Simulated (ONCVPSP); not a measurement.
**Ti: generating and testing an ONCV potential**

Do these settings give a usable potential? It is generated, then checked for transferability, scattering, ghosts and hardness.

Program: ONCVPSP 4.0.1. Reference atom: BLYP, scalar-relativistic, spherical and spin-unpolarised. All values are calculated.

### 1 Starting point

The settings as typed:

| Property | Result |
| --- | --- |
| element | titanium (Ti, Z = 22) |
| type | optimised norm-conserving Vanderbilt (ONCV) |
| frozen core | [Ne] |
| valence charge | 12 |
| reference configuration | 3s2 3p6 3d2 4s1.75 4p0.25 |
| partial waves | 3s+4s: rc 1.95 bohr, ncon 4, nbas 7, qcut 7.4 1/bohr, 2 projectors; 3p+4p: rc 2.20 bohr, ncon 3, nbas 8, qcut 8 1/bohr, 3 projectors, debl 0.7 Ha; 3d: rc 1.50 bohr, ncon 3, nbas 7, qcut 8.3 1/bohr, local |
| local potential | the d channel |
| core correction | not asked for |

An earlier all-electron run gives the scale for the radii.

All-electron outer shells of the reference configuration (BLYP, scalar-relativistic, ld1.x):

```
shell  level (eV)  outermost node (bohr)  outermost maximum (bohr)
   2s     -537.21                   0.09                      0.27
   2p     -444.74                      –                      0.22
   3s      -62.69                   0.40                      0.87
   3p      -38.99                   0.37                      0.90
   4s       -4.55                   1.24                      2.88
   3d       -4.47                      –                      0.97
   4p       -1.50                   1.39                      3.80
```

### 2 Generation

File Ti.dat:

```
# ATOM AND REFERENCE CONFIGURATION
# atsym  z   nc   nv     iexc    psfile
  Ti 22.00    3    5  -106131      upf
#
#   n    l    f
    1    0    2.00
    2    0    2.00
    2    1    6.00
    3    0    2.00
    3    1    6.00
    3    2    2.00
    4    0    1.75
    4    1    0.25
#
# PSEUDOPOTENTIAL AND OPTIMIZATION
# lmax
    2
#
#   l,   rc,      ep,       ncon, nbas, qcut
    0    1.95    0.00    4    7    7.40
    1    2.20    0.00    3    8    8.00
    2    1.50    0.00    3    7    8.30
#
# LOCAL POTENTIAL
# lloc, lpopt,  rc(5),   dvloc0
    2    5    1.50    0.00
#
# VANDERBILT-KLEINMAN-BYLANDER PROJECTORs
# l, nproj, debl
    0    2    3.90
    1    3    0.70
    2    0    2.30
#
# MODEL CORE CHARGE
# icmod, fcfact, rcfact
    0    0.00    0.00
#
# LOG DERIVATIVE ANALYSIS
# epsh1, epsh2, depsh
   -4.00    5.00    0.02
#
# OUTPUT GRID
# rlmax, drl
    6.00    0.01
#
# TEST CONFIGURATIONS
# ncnf
    4
# nvcnf
#   n    l    f
    5
    3    0    2.00
    3    1    6.00
    3    2    2.00
    4    0    2.00
    4    1    0.00
#
    5
    3    0    2.00
    3    1    6.00
    3    2    2.00
    4    0    1.00
    4    1    0.00
#
    5
    3    0    2.00
    3    1    6.00
    3    2    2.00
    4    0    0.00
    4    1    0.00
#
    5
    3    0    2.00
    3    1    6.00
    3    2    0.00
    4    0    0.00
    4    1    0.00
#
```

On the command line:

```sh
oncvpsp.x < Ti.dat > Ti.out
```

The output, Ti.out (without the consistency checks and plot data):

```text
ONCVPSP  (Optimized Norm-Conservinng Vanderbilt PSeudopotential)
scalar-relativistic version 4.0.1

#   n    l    f        energy (Ha)
    1    0    2.00    -1.7901160E+02
    2    0    2.00    -1.9741951E+01
    2    1    6.00    -1.6343765E+01
    3    0    2.00    -2.3037482E+00
    3    1    6.00    -1.4327417E+00
    3    2    2.00    -1.6418263E-01
    4    0    1.75    -1.6731062E-01
    4    1    0.25    -5.5234441E-02

Reference configufation results
  iterations    29
  all-electron total energy (Ha)   -8.53805186D+02

Begin loop to  construct optimized pseudo wave functions
and semi-local pseudopoentials for all angular momenta

Calculating optimized projector #   1

 for l=   0

    Fraction of norm inside rc  0.979406
    Optimizing pswf for qcut=   7.41 a_B^-1,  ecut=  27.45 Ha
    Residual kinetic energy error=  3.72D-08 Ha

    Energy error per electron        Cutoff
         Ha          eV             Ha
         0.01000     0.27211        5.56
         0.00100     0.02721        9.17
         0.00010     0.00272       16.63
         0.00001     0.00027       20.35

Calculating optimized projector #   2

 for l=   0

    Fraction of norm inside rc  0.086065
    Optimizing pswf for qcut=   7.41 a_B^-1,  ecut=  27.45 Ha
    Residual kinetic energy error=  8.87D-08 Ha

    Energy error per electron        Cutoff
         Ha          eV             Ha
         0.01000     0.27211        4.24
         0.00100     0.02721        7.84
         0.00010     0.00272       17.04
         0.00001     0.00027       21.34

   Wellstate for l =  1  n =  5
     eigenvalue =   0.6448
     asymptotic potential =   1.1448
     half-point radius =  5.5311

Calculating optimized projector #   1

 for l=   1

    Fraction of norm inside rc  0.979019
    Optimizing pswf for qcut=   7.99 a_B^-1,  ecut=  31.95 Ha
    Residual kinetic energy error=  4.87D-10 Ha

    Energy error per electron        Cutoff
         Ha          eV             Ha
         0.01000     0.27211       13.55
         0.00100     0.02721       17.53
         0.00010     0.00272       20.95
         0.00001     0.00027       23.83

Calculating optimized projector #   2

 for l=   1

    Fraction of norm inside rc  0.046957
    Optimizing pswf for qcut=   7.99 a_B^-1,  ecut=  31.95 Ha
    Residual kinetic energy error=  1.95D-10 Ha

    Energy error per electron        Cutoff
         Ha          eV             Ha
         0.01000     0.27211        8.50
         0.00100     0.02721       13.33
         0.00010     0.00272       17.65
         0.00001     0.00027       21.39

Calculating optimized projector #   3

 for l=   1

    Fraction of norm inside rc  0.148454
    Optimizing pswf for qcut=   7.99 a_B^-1,  ecut=  31.95 Ha
    Residual kinetic energy error=  1.33D-09 Ha

    Energy error per electron        Cutoff
         Ha          eV             Ha
         0.01000     0.27211       11.34
         0.00100     0.02721       16.04
         0.00010     0.00272       20.01
         0.00001     0.00027       23.46

Calculating optimized projector #   1

 for l=   2

    Fraction of norm inside rc  0.563614
    Optimizing pswf for qcut=   8.31 a_B^-1,  ecut=  34.49 Ha
    Residual kinetic energy error=  1.02D-04 Ha

    Energy error per electron        Cutoff
         Ha          eV             Ha
         0.01000     0.27211       24.80
         0.00100     0.02721       29.80
         0.00010     0.00272       35.34
         0.00001     0.00027      109.80

Construct Vanderbilt / Kleinmman-Bylander projectors

B matrix Hermiticity error, ll=   0
   1   2    1.3641E-04

  Orthonormal projector coefficients -1.0345E+02  5.7859E+00

B matrix Hermiticity error, ll=   1
   1   2    5.3128E-05
   1   3   -1.2955E-04
   2   3    1.1623E-05

  Orthonormal projector coefficients  1.4119E+01  3.4031E+00 -5.3777E-01

Pseudoatom total energy  -57.898665

Diagnostic tests using Vanderbilt-Kleinman-Bylander pseudopotentials
  1 or more projectors used as specified by nproj input data

   l    rcore       rmatch      e in        delta e   norm test  slope test

   0   1.9503507   2.0095676  -2.3037482   0.0000015   1.0000763   1.0000613
   0   1.9503507   2.0095676  -0.1673106   0.0000011   1.0000183   1.0000145

   1   2.2114153   2.2785586  -1.4327417   0.0000009   1.0001019   1.0000964
   1   2.2114153   2.2785586  -0.0552344   0.0000010   1.0000207   1.0000124
   1   2.2114153   2.2785586   0.6447656   0.0000131   1.0000970   1.0000970

   2   1.5079937   1.5537797  -0.1641826  -0.0000296   0.9999700   0.9998334

 Testing for bound ghosts
   n   l    E NL Schr. Eq   E Basis Diag.   E Cutoff

       0                      -95.075578     50.18  WARNING - GHOST(-)
   1   0       -2.303747       -2.303647     50.18
   2   0       -0.167310       -0.135013     50.18

   2   1       -1.432741       -1.432715     81.30
   3   1       -0.055233       -0.008073     81.30

 Testing for highly-localized positive-energy ghosts
       l    <radius>/rc     E Basis Diag.   E Cutoff

       1        0.756488       27.613482     81.30  WARNING - GHOST(+)

Test configuration 0

   n   l     f        eae           eps        diff
   1   0  2.0000 -179.01160463
   2   0  2.0000  -19.74195113
   2   1  6.0000  -16.34376540
   3   0  2.0000   -2.30374819   -2.30374665    1.54D-06
   3   1  6.0000   -1.43274171   -1.43274079    9.22D-07
   3   2  2.0000   -0.16418263   -0.16421224   -2.96D-05
   4   0  1.7500   -0.16731062   -0.16730956    1.06D-06
   4   1  0.2500   -0.05523444   -0.05523340    1.04D-06

    Total energies and differences
      AE_ref= -8.53805186D+02  AE_tst= -8.53805186D+02  dif=  0.00D+00
      PS_ref= -5.78986651D+01  PS_tst= -5.78986651D+01  dif= -1.24D-12
      PSP excitation error=  1.24D-12

Test configuration 1

   n   l     f        eae           eps        diff
   1   0  2.0000 -178.99828625
   2   0  2.0000  -19.72917473
   2   1  6.0000  -16.33096056
   3   0  2.0000   -2.29067450   -2.29059180    8.27D-05
   3   1  6.0000   -1.41967648   -1.41958462    9.19D-05
   3   2  2.0000   -0.15200401   -0.15198410    1.99D-05
   4   0  2.0000   -0.15934098   -0.15934345   -2.48D-06

    Total energies and differences
      AE_ref= -8.53805186D+02  AE_tst= -8.53832958D+02  dif= -2.78D-02
      PS_ref= -5.78986651D+01  PS_tst= -5.79264399D+01  dif= -2.78D-02
      PSP excitation error=  2.28D-06

Test configuration 2

   n   l     f        eae           eps        diff
   1   0  2.0000 -179.27258355
   2   0  2.0000  -19.99822889
   2   1  6.0000  -16.60047107
   3   0  2.0000   -2.56080048   -2.56122561   -4.25D-04
   3   1  6.0000   -1.68982002   -1.69023318   -4.13D-04
   3   2  2.0000   -0.41552966   -0.41585855   -3.29D-04
   4   0  1.0000   -0.38161960   -0.38161367    5.93D-06

    Total energies and differences
      AE_ref= -8.53805186D+02  AE_tst= -8.53565180D+02  dif=  2.40D-01
      PS_ref= -5.78986651D+01  PS_tst= -5.76586452D+01  dif=  2.40D-01
      PSP excitation error= -1.35D-05

Test configuration 3

   n   l     f        eae           eps        diff
   1   0  2.0000 -179.60077756
   2   0  2.0000  -20.31915266
   2   1  6.0000  -16.92201997
   3   0  2.0000   -2.88037113   -2.88189687   -1.53D-03
   3   1  6.0000   -2.00860353   -2.00991477   -1.31D-03
   3   2  2.0000   -0.72366019   -0.72463213   -9.72D-04

    Total energies and differences
      AE_ref= -8.53805186D+02  AE_tst= -8.53061087D+02  dif=  7.44D-01
      PS_ref= -5.78986651D+01  PS_tst= -5.71545053D+01  dif=  7.44D-01
      PSP excitation error= -6.04D-05

Test configuration 4

psatom: WARNING lschvkbb convergence error n,l,iter=   3   2   3
ea(ii),et,emin,emax -1.642122E-01 -1.806335E-01 -1.806335E-01 -1.806335E-01
run_config: WARNING for fully non-local PS atom, stg. 1
 WARNING no output for configuration 5
```

Run time: 3.5 s. Hardware: 1 thread, shared host.

All-electron and pseudo partial waves u(r) = r·R(r), from the program's wave files:

```csv
r (bohr),3p AE,3p PS
0.110,-0.4332,0.0396
0.220,-0.4830,0.1513
0.330,-0.1483,0.3158
0.440,0.2693,0.5056
0.550,0.6183,0.6915
0.660,0.8561,0.8479
0.770,0.9868,0.9575
0.880,1.0317,1.0130
0.990,1.0161,1.0165
1.100,0.9622,0.9772
1.210,0.8866,0.9077
1.320,0.8009,0.8210
1.430,0.7130,0.7283
1.540,0.6278,0.6374
1.650,0.5479,0.5530
1.760,0.4750,0.4772
1.870,0.4095,0.4102
1.980,0.3515,0.3516
2.090,0.3006,0.3005
2.200,0.2562,0.2562
2.310,0.2179,0.2178
2.420,0.1848,0.1848
2.530,0.1565,0.1565
2.640,0.1323,0.1323
2.750,0.1117,0.1117
2.860,0.0942,0.0942
```

### 3 The configuration tests of the same run

1 test gave no usable energy difference (3s2 3p6 3d0 4s0 4p0).

Energies count from the reference configuration 3s2 3p6 3d2 4s1.75 4p0.25; the error is all-electron less pseudo.

| valence configuration | charge | ΔE all-electron (eV) | error AE − PS (meV) |
| --- | --- | --- | --- |
| 3s2 3p6 3d2 4s2 4p0 | 0 | -0.756 | +0.1 |
| 3s2 3p6 3d2 4s1 4p0 | +1 | 6.531 | -0.4 |
| 3s2 3p6 3d2 4s0 4p0 | +2 | 20.248 | -1.6 |

### 4 Scattering by logarithmic derivatives

Taken from the files of the generation run. The phase is arctan(r·R′/R) of the radial function R, unwrapped, with energies in Ha. A pole is an energy at which the radial function vanishes at the test radius. The pseudo phase is shifted by a multiple of π to meet the all-electron one at the reference energy. Levels narrower than the energy grid can be missing from the poles. The last column is the largest difference on the grid between −0.5 and +0.5 Ha.

| channel | radius (bohr) | reference (Ha) | poles AE | poles PS | window around the reference with phases within 0.05 rad (Ha) | largest difference near zero (rad) |
| --- | --- | --- | --- | --- | --- | --- |
| s | 1.97 | -0.17 | -2.17, 3.48 | -2.17, 3.72 | below 5.0 | 0.003 |
| p | 2.24 | -0.06 | -1.34, 2.69 | -1.34, 2.69 | the whole range | 0.000 |
| d | 1.53 | -0.16 | 0.88 | 1.03 | -0.8 to 1.2 | 0.012 |

Phases (rad) along the scan:

```csv
E (Ha),d AE,d PS,s AE,s PS
-3.98,1.256,1.269,1.298,1.299
-3.50,1.224,1.240,1.251,1.252
-3.02,1.183,1.202,1.147,1.149
-2.54,1.123,1.147,0.293,0.296
-2.06,1.031,1.062,-1.656,-1.655
-1.58,0.866,0.907,-1.832,-1.832
-1.10,0.505,0.559,-1.961,-1.960
-0.62,-0.303,-0.273,-2.149,-2.149
-0.14,-1.051,-1.051,-2.551,-2.551
0.34,-1.382,-1.370,-3.403,-3.401
0.82,-1.555,-1.524,-4.086,-4.080
1.30,-1.678,-1.622,-4.370,-4.364
1.78,-1.796,-1.699,-4.508,-4.501
2.26,-1.943,-1.771,-4.590,-4.581
2.74,-2.186,-1.851,-4.647,-4.636
3.22,-2.687,-1.954,-4.691,-4.677
3.70,-3.503,-2.107,-4.730,-4.711
4.18,-4.044,-2.369,-4.767,-4.741
4.66,-4.292,-2.853,-4.808,-4.771
```

### 5 Convergence and ghost test

From the same output: the cutoffs (Ha) at which the residual kinetic energy of the hardest occupied pseudo-wave falls to 1 and 0.1 mHa per electron are 30 Ha and 35 Ha.

The program's own ghost test: GHOST(-) flagged for s at -2587.1 eV; GHOST(+) flagged for p at 751.4 eV.

Cutoff (Ha) at which the first wave of each channel reaches a given error (Ha per electron):

```csv
error,s,p,d
1.0e-02,5.6,13.6,24.8
3.2e-03,6.7,15.7,27.5
1.0e-03,9.2,17.5,29.8
3.2e-04,14.2,19.2,32.0
1.0e-04,16.6,21.0,35.3
3.2e-05,18.7,22.4,76.2
1.0e-05,20.4,23.8,109.8
```

### 6 What came out

| quantity | value |
| --- | --- |
| cutoffs for 1 and 0.1 mHa per electron, occupied waves | 30 Ha and 35 Ha |
| bound ghosts | s at -2587.14 eV |
| GHOST(+) flags | p at 751 eV |
| largest test error (AE − PS) | -1.6 meV, for 3s2 3p6 3d2 4s0 4p0 (1 test unsolved) |
| largest phase difference near zero energy, channels read | 0.012 rad |

In words: It has a bound ghost (s), a state that the atom doesn't have, and that rules the file out. By total energies transferability is very good where solved: the largest error is 1.6 meV on 20.2 eV, for 3s2 3p6 3d2 4s0 4p0. Atomic tests can pass in spite of a ghost, since they solve only for the levels asked. Of the tests 1 gave no usable energy difference, which is a warning in itself. It counts as of middling hardness, with 30 Ha needed at the looser tolerance. At the looser tolerance the 3d wave is the slowest; 3p needs 18 Ha. Near zero energy the phases of the channels with partial waves agree within 0.012 rad. The program also flags highly localised states, GHOST(+) (p). These are tests on the free atom; a crystal test is still owed.
